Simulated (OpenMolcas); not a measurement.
# Dy³⁺ among point charges: CASSCF levels and susceptibility

How does a field of 12 point charges split the states of Dy³⁺, and what χT follows?

Method: state-averaged CASSCF, spin-orbit coupling by RASSI with atomic mean-field integrals. Code: OpenMolcas 26.06.

## Step 1: The atom as given

```
Species                           : Dy³⁺ (dysprosium, Z = 66, 63 electrons)
Basis                             : ANO-RCC-VDZP [7s6p4d2f1g], 68 functions
Scalar Hamiltonian                : DKH2, point nucleus
Inactive shells                   : 1s 2s 2p 3s 3p 3d 4s 4p 4d 5s 5p
Active space                      : 9 electrons in 7 orbitals (4f)
Some configurations of this space : 4f9
Orbitals                          : optimised for the highest spin of each parity, averaged over all roots
```

Outer shells as boxes (Hund's rule):

4f9
```
4f [↑↓][↑↓][↑ ][↑ ][↑ ][↑ ][↑ ]
```

The ion sits among 12 point charges of -0.5 e arranged as a cuboctahedron (Oh), 2.64 Å from the ion.

Each step is its own input file, run in one work folder so that later steps find the files of earlier ones. Labels, J, g values, rates, χT and fits are worked out afterwards by a script from the matrices that RASSI stores. The input lists half of the charges; inversion (Group=XYZ) makes the rest.

## Step 2: Basis and integrals

a.inp

```
&GATEWAY
Coord
1

Dy 0.0 0.0 0.0
Basis=ANO-RCC-VDZP
Group=XYZ
NoMove
AngMom=0.0 0.0 0.0
AMFI
XField
6 Angstrom 0
1.866762 1.866762 0.000000 -0.500000
1.866762 -1.866762 0.000000 -0.500000
0.000000 1.866762 1.866762 -0.500000
0.000000 1.866762 -1.866762 -0.500000
1.866762 0.000000 1.866762 -0.500000
1.866762 0.000000 -1.866762 -0.500000
&SEWARD
```

Started as:

```
OMP_NUM_THREADS=1 MOLCAS_MEM=2252 MOLCAS_PROJECT=a pymolcas a.inp > a.log
```

## Step 3: Reference wave functions, sextets of odd parity, 21 roots

a.inp

```
&RASSCF
FileOrb=start.orb
Symmetry=2
Spin=6
nActEl=9 0 0
Inactive=15 12
Ras2=0 7
CIRoot=21 21 1
SDav=21
CIMx=300
Iter=120 100
PrWF=0.3
OrbListing=Nothing
MaxOrb=0
>>> COPY $Project.JobIph JOB001
```

start.orb holds the contracted functions of the basis, ordered by shell, or the orbitals of the step before.

## Step 4: CASSCF: quartets of odd parity, 162 roots

a.inp

```
&RASSCF
FileOrb=start.orb
Symmetry=2
Spin=4
nActEl=9 0 0
Inactive=15 12
Ras2=0 7
CIRoot=162 162 1
SDav=224
CIMx=300
Iter=120 100
PrWF=0.3
OrbListing=Nothing
MaxOrb=0
CIOnly
>>> COPY $Project.JobIph JOB002
```

## Step 5: Reference wave functions, doublets of odd parity, 162 roots

a.inp

```
&RASSCF
FileOrb=start.orb
Symmetry=2
Spin=2
nActEl=9 0 0
Inactive=15 12
Ras2=0 7
CIRoot=162 162 1
SDav=490
CIMx=300
Iter=120 100
PrWF=0.3
OrbListing=Nothing
MaxOrb=0
CIOnly
>>> COPY $Project.JobIph JOB003
```

## Step 6: RASSI: spin-orbit coupling between the states

a.inp

```
&RASSI
NrOfJobIphs=3 21 108 35
1 2 3 4 5 6 7 8 9 10 11 12 13 14 15 16 17 18 19 20 21
1 2 3 4 5 6 7 8 9 10 11 12 13 14 15 16 17 18 19 20 21 22 23 24 25 26 27
28 29 30 31 32 33 34 35 36 37 38 39 40 41 42 43 44 45 46 47 48 49 50 51
52 53 54 55 56 57 58 59 60 61 62 63 64 65 66 67 68 69 70 71 72 73 74 75
76 77 78 79 80 81 82 83 84 85 86 87 88 89 90 91 92 93 94 95 96 97 98 99
100 101 102 103 104 105 106 107 108
1 2 3 4 5 6 7 8 9 10 11 12 13 14 15 16 17 18 19 20 21 22 23 24 25 26 27
28 29 30 31 32 33 34 35
IphNames
JOB001
JOB002
JOB003
EJob
SpinOrbit
DIPRint=1.0
SOCoupling=1000.0
Subsets=2
Property=9
'ANGMOM' 1 'ANGMOM' 2 'ANGMOM' 3 'MLTPL  1' 1 'MLTPL  1' 2 'MLTPL  1' 3
'AMFI' 1 'AMFI' 2 'AMFI' 3
SOProperty=3
'ANGMOM' 1 'ANGMOM' 2 'ANGMOM' 3
```

**Question.** What will these runs give? Wanted: spin-free ground state; first state of the same spin within the active space; lowest level; next level.

As calculated:

```
                                            quantity                            value
                                              method                           CASSCF
                              spin-free ground state  6T1, 3-fold in its orbital part
first state of the same spin within the active space                  6E at 11.8 cm⁻¹
                                        lowest level                        4-fold Γ8
                                          next level                         4.5 cm⁻¹
                                         χT at 300 K                  14.06 cm³ K/mol
                           effective moment at 300 K                         10.60 μB
```

The spin-free ground state (6T1) comes to 100 % from free-ion H terms and keeps the highest spin of the shell. The quartets, doublets rest on orbitals optimised for another spin in at least one step, which raises them against the optimised states. Not all states of the active space went into the spin-orbit step. High states of lower spin are left out of the spin-orbit mixing, and CASSCF puts spin-flip levels too high. Point charges carry no covalency, so the field is a model and not that of real ligands.
